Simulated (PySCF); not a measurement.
# C5H9BO4: the cost of one run

Programs: PySCF 2.14.0, with density-fitted response routines of our own. Each step states its level of theory. These are calculated values for one molecule, in the gas phase or a continuum, unless marked as measured. Atoms count from 0, in the outputs and in this text.

**1. The starting structure**

19 atoms, charge 0, multiplicity 1; geometry from: GFN2-xTB. The atoms were then displaced at random by about 0.01 Å, so the start is not that level's minimum.

Bonds of the start (Å): C0–O1 1.40, O1–B2 1.35, B2–O3 1.30, O3–C4 1.41, B2–C5 1.63, C5–C6 1.55, C6–O7 1.45, O7–C8 1.36, C8–O9 1.20, C8–C5 1.50, C0–H10 1.10, C0–H11 1.07, C0–H12 1.15, C4–H13 1.10, C4–H14 1.09, C4–H15 1.08, C5–H16 1.10, C6–H17 1.08, C6–H18 1.10.

**2. Optimising the geometry at PBE0-D3(BJ)/def2-SVP**

What the job is given:

```
{"job": {"xc": "PBE0", "basis": "def2-SVP", "d3": "d3bj", "grid": 1, "shake": 0.01, "kind": "geom"}, "charge": 0, "multiplicity": 1}
C     -1.552150    -1.820140     1.466430
O     -0.383870    -1.130990     1.101170
B     -0.361170    -0.051520     0.289950
O     -1.444830     0.470990    -0.213300
C     -1.539720     1.571420    -1.093190
C      1.121430     0.560790    -0.009940
C      2.360850    -0.265920     0.423620
O      2.710390    -0.487280    -0.961410
C      1.651040     0.255420    -1.374470
O      1.329260     0.510240    -2.501350
H     -1.603140    -1.891420     2.558140
H     -1.556910    -2.788900     1.020220
H     -2.476980    -1.236140     1.107690
H     -2.562730     1.611620    -1.486410
H     -1.348940     2.491510    -0.531090
H     -0.813250     1.496850    -1.885140
H      1.177410     1.628810     0.231330
H      3.135080     0.288450     0.940320
H      2.127510    -1.206740     0.938190
```

Started as:

```console
OMP_NUM_THREADS=1 python probes_run.py task.json out
```

This one command runs all jobs of the session in turn.

**Question.** How long does this first job take on 1 thread of Arm Neoverse N1, shared host, and how much memory does it need?

About 3.3 min, with a peak of 0.76 GiB.
